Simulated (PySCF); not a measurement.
# Al2Br2Cl4 ((Cl2Al-mu-Br)2): the cost of one run

Computed with PySCF 2.14.0, with density-fitted response routines of our own, on a single molecule in the gas phase. Atoms are numbered from 0 throughout.

## Step 1: Starting geometry

8 atoms, charge 0, multiplicity 1; geometry from: GFN2-xTB. The atoms were then displaced at random by about 0.03 Å, so the start is not that level's minimum.

Bonds of the start (Å): Al0–Cl1 2.08, Al0–Cl2 1.91, Al0–Br3 2.46, Al0–Br7 2.51, Br3–Al4 2.62, Al4–Cl5 2.05, Al4–Cl6 2.00, Al4–Br7 2.52.

## Step 2: Geometry optimisation at PBE0-D3(BJ)/def2-SVP

Job settings and geometry (Å):

```
{"job": {"xc": "PBE0", "basis": "def2-SVP", "d3": "d3bj", "grid": 1, "maxiter": 40, "shake": 0.03, "kind": "geom"}, "charge": 0, "multiplicity": 1}
Al     1.481330     0.621010    -0.749310
Cl     1.399440     2.697880    -0.648900
Cl     2.552020    -0.750330    -1.546820
Br     0.978260    -0.074990     1.551410
Al    -1.428680    -0.718040     0.730150
Cl    -2.640070     0.739660     1.521700
Cl    -1.365180    -2.717930     0.630370
Br    -0.838880     0.117090    -1.572310
```

Started as:

```bash
$ OMP_NUM_THREADS=1 python probes_run.py task.json out
```

This one command runs all jobs of the session in turn.

Q: Estimate the wall time and peak memory of this first job on 1 thread of Arm Neoverse V1, shared host.

About 5.2 min, with a peak of 1.1 GiB.
